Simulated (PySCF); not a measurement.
# CASSCF(4,4)/6-31G(d) (density fitting with def2-universal-jkfit, spherical functions) run of CH5Ga (SMILES [CH3][GaH2])

Aim: the vertical ionisation energy of CH5Ga at CASSCF(4,4)/6-31G* (density fitting with def2-universal-jkfit, spherical functions), from 2 runs. Input form: a Python script.

Program for the calculation: PySCF 2.14.0.

3 further runs of the same task are left out: 1 that didn't finish, 2 set aside as unsound or not needed.

### 1 The molecule

CH5Ga has 7 atoms, charge 0, and is taken as a singlet. SMILES: `[CH3][GaH2]`. Geometry: relaxed at PBE0-D4/def2-TZVP.

Bond lengths: C1–Ga2 1.966 Å, C1–H3 1.096 Å, C1–H4 1.090 Å, C1–H5 1.092 Å, Ga2–H6 1.575 Å, Ga2–H7 1.574 Å. Angles: C1–Ga2–H6 120.1°, C1–Ga2–H7 121.1°, Ga2–C1–H3 108.8°, Ga2–C1–H4 112.4°, Ga2–C1–H5 111.3°, H6–Ga2–H7 118.8°, H3–C1–H4 107.8°, H3–C1–H5 107.0°, H4–C1–H5 109.3°.

### 2 Energy and gradient at CASSCF(4,4)/6-31G(d) (density fitting with def2-universal-jkfit, spherical functions)

The input, run.py:

```python
from pyscf import gto, scf, mcscf

mol = gto.Mole()
mol.atom = [
    ('C', (-0.632400, -0.456000, -0.459400)),
    ('Ga', (0.757000, 0.507000, 0.544700)),
    ('H', (-1.177800, 0.260300, -1.083600)),
    ('H', (-0.216500, -1.221000, -1.115900)),
    ('H', (-1.362100, -0.913700, 0.211700)),
    ('H', (0.374300, 1.328300, 1.832400)),
    ('H', (2.257500, 0.495000, 0.070100)),
]
mol.basis = '6-31g*'
mol.verbose = 3
mol.spin = 0
mol.max_memory = 1860
mol.build()

mf = scf.RHF(mol)
mf = mf.density_fit(auxbasis='def2-universal-jkfit')
mf.kernel()

cas = mcscf.CASSCF(mf, 4, 4)
cas.fix_spin_(ss=0.0)
cas.kernel()
energy = cas.e_tot
print('Final energy', energy)
grad = cas.nuc_grad_method().kernel()
dip = mf.dip_moment()
pop, q = mf.mulliken_pop()
```

Launch:

```
OMP_NUM_THREADS=1 python run.py
```

The program printed:

```text
converged SCF energy = -1963.71547059456
CASSCF energy = -1963.73568117228
CASCI E = -1963.73568117228  E(CI) = -3.70798578961876  S^2 = 0.0000000
Final energy -1963.7356811722757
--------------- DFCASSCF gradients ---------------
         x                y                z
0 C     0.0127781249     0.0071913946     0.0089618956
1 Ga    -0.0065622556    -0.0040727853    -0.0047968369
2 H    -0.0017542507     0.0033097505    -0.0019209874
3 H     0.0023681609    -0.0024406800    -0.0025112189
4 H    -0.0026716942    -0.0009261777     0.0031553112
5 H     0.0014352746    -0.0030418807    -0.0046708278
6 H    -0.0055933599    -0.0000196215     0.0017826643
----------------------------------------------
Dipole moment(X, Y, Z, Debye): -0.41014, -0.28622, -0.29751
 ** Mulliken pop  **
pop of  0 C 1s            1.99760
pop of  0 C 2s            0.63752
pop of  0 C 3s            0.69107
pop of  0 C 2px           0.68531
pop of  0 C 2py           0.67200
pop of  0 C 2pz           0.67817
pop of  0 C 3px           0.45595
pop of  0 C 3py           0.42835
pop of  0 C 3pz           0.43511
pop of  0 C 3dxy          0.00847
pop of  0 C 3dyz          0.01236
pop of  0 C 3dz^2         0.00035
pop of  0 C 3dxz          0.00977
pop of  0 C 3dx2-y2       0.00221
pop of  1 Ga 1s           1.99997
pop of  1 Ga 2s           1.99974
pop of  1 Ga 3s           2.00092
pop of  1 Ga 4s           1.03983
pop of  1 Ga 5s           0.05683
pop of  1 Ga 2px          1.99982
pop of  1 Ga 2py          1.99982
pop of  1 Ga 2pz          1.99983
pop of  1 Ga 3px          1.99938
pop of  1 Ga 3py          1.99777
pop of  1 Ga 3pz          1.99855
pop of  1 Ga 4px          0.68314
pop of  1 Ga 4py          0.25487
pop of  1 Ga 4pz          0.48909
pop of  1 Ga 5px          0.03399
pop of  1 Ga 5py          0.01052
pop of  1 Ga 5pz          0.03046
pop of  1 Ga 3dxy         1.37127
pop of  1 Ga 3dyz         1.36917
pop of  1 Ga 3dz^2        1.37176
pop of  1 Ga 3dxz         1.37268
pop of  1 Ga 3dx2-y2      1.37133
pop of  1 Ga 4dxy         0.59237
pop of  1 Ga 4dyz         0.59359
pop of  1 Ga 4dz^2        0.59194
pop of  1 Ga 4dxz         0.59075
pop of  1 Ga 4dx2-y2      0.59198
pop of  1 Ga 5dxy         0.05440
pop of  1 Ga 5dyz         0.06083
pop of  1 Ga 5dz^2        0.05942
pop of  1 Ga 5dxz         0.07352
pop of  1 Ga 5dx2-y2      0.06872
pop of  2 H 1s            0.51198
pop of  2 H 2s            0.30955
pop of  3 H 1s            0.51562
pop of  3 H 2s            0.29955
pop of  4 H 1s            0.51435
pop of  4 H 2s            0.30194
pop of  5 H 1s            0.46800
pop of  5 H 2s            0.58449
pop of  6 H 1s            0.46813
pop of  6 H 2s            0.58386
 ** Mulliken atomic charges  **
charge of    0C =     -0.71426
charge of    1Ga =      0.27174
charge of    2H =      0.17847
charge of    3H =      0.18483
charge of    4H =      0.18371
charge of    5H =     -0.05249
charge of    6H =     -0.05199
```

It took 15 s on 1 thread of Arm Neoverse V2, shared host; peak memory 0.17 GiB.

### 3 The doublet cation, same level

The input, run.py:

```python
from pyscf import gto, mcscf

mol = gto.M(
    atom=[
    ('C', (-0.632400, -0.456000, -0.459400)),
    ('Ga', (0.757000, 0.507000, 0.544700)),
    ('H', (-1.177800, 0.260300, -1.083600)),
    ('H', (-0.216500, -1.221000, -1.115900)),
    ('H', (-1.362100, -0.913700, 0.211700)),
    ('H', (0.374300, 1.328300, 1.832400)),
    ('H', (2.257500, 0.495000, 0.070100)),
],
    verbose=3,
    basis='6-31g*',
    charge=1,
    max_memory=1860,
    spin=1,
)

calc0 = mol.ROHF()
calc0 = calc0.density_fit(auxbasis='def2-universal-jkfit')
calc0.kernel()
if not calc0.converged:
    calc0 = calc0.newton().run(calc0.mo_coeff, calc0.mo_occ)

cas = mcscf.CASSCF(calc0, 4, 3)
cas.fix_spin_(ss=0.75)
cas.kernel()
etot = cas.e_tot
print('Final energy', etot)
grad = cas.nuc_grad_method().kernel()
calc0.analyze()
```

Launch:

```
OMP_NUM_THREADS=1 python run.py
```

The program printed:

```text
converged SCF energy = -1963.36041999163
CASSCF energy = -1963.38111495735
CASCI E = -1963.38111495735  E(CI) = -3.19734740332228  S^2 = 0.7500000
Final energy -1963.3811149573542
--------------- DFCASSCF gradients ---------------
         x                y                z
0 C     0.0826321262     0.0599269349     0.0684250070
1 Ga    -0.0448821820    -0.0473934688    -0.0544594826
2 H    -0.0161222567    -0.0138589655    -0.0093714840
3 H    -0.0144459314    -0.0072696196    -0.0092762435
4 H    -0.0155735925    -0.0080931080    -0.0165730523
5 H     0.0120742787     0.0060414028     0.0049754578
6 H    -0.0036824423     0.0106468242     0.0162797977
----------------------------------------------
**** MO energy ****
                Roothaan           | alpha              | beta
MO #1   energy= -379.105443626591  | -379.105828035893  | -379.105059217289  occ= 2
MO #2   energy= -48.4825267550552  | -48.4831251584926  | -48.4819283516177  occ= 2
MO #3   energy= -42.8136243018354  | -42.8138591230873  | -42.8133894805836  occ= 2
MO #4   energy= -42.8118021103346  | -42.8133267894712  | -42.8102774311979  occ= 2
MO #5   energy= -42.8101673892724  | -42.8106702079237  | -42.809664570621   occ= 2
MO #6   energy= -11.5183886493521  | -11.5258417646046  | -11.5109355340825  occ= 2
MO #7   energy= -6.69109242139577  | -6.69270870219711  | -6.6894761405924   occ= 2
MO #8   energy= -4.78372671783228  | -4.78422675070875  | -4.78322668495567  occ= 2
MO #9   energy= -4.78263598406743  | -4.78684518765432  | -4.77842678048959  occ= 2
MO #10  energy= -4.77601298802718  | -4.77682398343897  | -4.77520199261543  occ= 2
MO #11  energy= -1.47681041087723  | -1.48169134496683  | -1.47192947615604  occ= 2
MO #12  energy= -1.47342418017809  | -1.47520716571837  | -1.47164119462055  occ= 2
MO #13  energy= -1.46683268238607  | -1.4686991233456   | -1.46496624140972  occ= 2
MO #14  energy= -1.4651238340426   | -1.46556332272839  | -1.46468434535669  occ= 2
MO #15  energy= -1.46410275936068  | -1.46699304098634  | -1.46121247896312  occ= 2
MO #16  energy= -1.20918607686058  | -1.24412804652924  | -1.17424411304447  occ= 2
MO #17  energy= -0.840507737503609 | -0.850644613398911 | -0.830370870070003 occ= 2
MO #18  energy= -0.835565094351939 | -0.846007314330971 | -0.825122909756373 occ= 2
MO #19  energy= -0.797961605973974 | -0.818367645356675 | -0.777555454534855 occ= 2
MO #20  energy= -0.637746867748573 | -0.646639282504855 | -0.628854452787772 occ= 2
MO #21  energy= -0.526204521818678 | -0.769415456121416 | -0.282993762168332 occ= 1
MO #22  energy= -0.158219789594891 | -0.161377689124664 | -0.155061889816204 occ= 0
MO #23  energy= -0.0769216049448693 | -0.0843068628244046 | -0.0695363074816502 occ= 0
MO #24  energy= -0.013126123438651 | -0.0149768557456702 | -0.011275389404518 occ= 0
MO #25  energy= -0.00704601175572028 | -0.00813481430050158 | -0.00595720918900509 occ= 0
MO #26  energy= 0.0203494921394789 | 0.0110005162866614 | 0.0296984949616627 occ= 0
MO #27  energy= 0.0349247725055215 | 0.0281287094137268 | 0.0417208262655946 occ= 0
MO #28  energy= 0.0532435984176045 | 0.0414498673731362 | 0.0650373270924883 occ= 0
MO #29  energy= 0.115789894874331  | 0.111346836941755  | 0.120232946172676  occ= 0
MO #30  energy= 0.125991266011483  | 0.114352897086434  | 0.137629652223297  occ= 0
MO #31  energy= 0.147260749190911  | 0.143771649095838  | 0.150749849852784  occ= 0
MO #32  energy= 0.195795901419291  | 0.183850090591538  | 0.207741707618214  occ= 0
MO #33  energy= 0.334982081047586  | 0.332662927464331  | 0.337301234621332  occ= 0
MO #34  energy= 0.351791358067066  | 0.341165626160063  | 0.362417089501679  occ= 0
MO #35  energy= 0.417815150374604  | 0.396283540286318  | 0.439346794278577  occ= 0
MO #36  energy= 0.472549460067825  | 0.469914738116273  | 0.47518418669063   occ= 0
MO #37  energy= 0.518042272665947  | 0.511375438608024  | 0.524709106605384  occ= 0
MO #38  energy= 0.615783605224555  | 0.61237072496885   | 0.619196484518781  occ= 0
MO #39  energy= 0.618500438417678  | 0.615262885755822  | 0.621737989721273  occ= 0
MO #40  energy= 0.730240953637892  | 0.697386970632408  | 0.763094942574467  occ= 0
MO #41  energy= 0.892651152593256  | 0.883968222191243  | 0.901334081928558  occ= 0
MO #42  energy= 0.896512801614811  | 0.888008889319212  | 0.905016713753651  occ= 0
MO #43  energy= 1.01427066902401   | 1.00547780337301   | 1.02306353518217   occ= 0
MO #44  energy= 1.05351836157853   | 1.04581179242886   | 1.06122493086815   occ= 0
MO #45  energy= 1.16816628753456   | 1.16379816013876   | 1.17253441493966   occ= 0
MO #46  energy= 1.19237731245685   | 1.18511941579672   | 1.19963520954127   occ= 0
MO #47  energy= 1.73681071068647   | 1.71424640147642   | 1.75937501931966   occ= 0
MO #48  energy= 1.74903586425647   | 1.72781825529964   | 1.77025347308214   occ= 0
MO #49  energy= 2.08117497438748   | 2.0515604600914    | 2.11078949738964   occ= 0
MO #50  energy= 2.29843707843806   | 2.28792159410976   | 2.30895256267289   occ= 0
MO #51  energy= 2.30387151955482   | 2.2930897702996    | 2.31465326877624   occ= 0
MO #52  energy= 3.0208687238145    | 3.02027084067951   | 3.02146660694951   occ= 0
MO #53  energy= 3.05933766383408   | 3.05671242065053   | 3.06196290701686   occ= 0
MO #54  energy= 3.07632787157755   | 3.07520799186656   | 3.07744775130494   occ= 0
MO #55  energy= 3.15628502789735   | 3.15197248387391   | 3.16059757187993   occ= 0
MO #56  energy= 3.17737352501396   | 3.17475907148404   | 3.17998797854411   occ= 0
 ** Mulliken atomic charges  **
charge of    0C =     -0.27293
charge of    1Ga =      0.67488
charge of    2H =      0.20203
charge of    3H =      0.19749
charge of    4H =      0.19909
charge of    5H =     -0.00091
charge of    6H =      0.00035

WARN: System has nonzero charge 1; the dipole moment is origin-dependent.
Location of origin: [0. 0. 0.]

Dipole moment(X, Y, Z, Debye): -0.10652, -0.11431, -0.08606
```

It took 17 s on 1 thread of Arm Neoverse V2, shared host; peak memory 0.16 GiB.

### 4 What came out

Level: CASSCF(4,4)/6-31G* (density fitting with def2-universal-jkfit, spherical functions).

| quantity | value |
| --- | --- |
| singlet CH5Ga: total energy | -1963.73568 Eh |
| singlet CH5Ga: dipole moment (Hartree–Fock density) | 0.58 D |
| singlet CH5Ga: HOMO energy (Hartree–Fock orbitals) | -10.90 eV |
| singlet CH5Ga: LUMO energy (Hartree–Fock orbitals) | 1.27 eV |
| singlet CH5Ga: HOMO–LUMO gap (Hartree–Fock orbitals) | 12.17 eV |
| singlet CH5Ga: largest force on an atom | 0.884 eV/Å |
| doublet cation: total energy | -1963.38111 Eh |
| doublet cation: largest force on an atom | 6.319 eV/Å |
| vertical ionisation energy (to the doublet cation) | 9.648 eV |

The vertical ionisation energy comes to 9.65 eV (222 kcal/mol). The largest force (singlet CH5Ga) is 0.88 eV/Å: the shape isn't a stationary point for this species at this level.
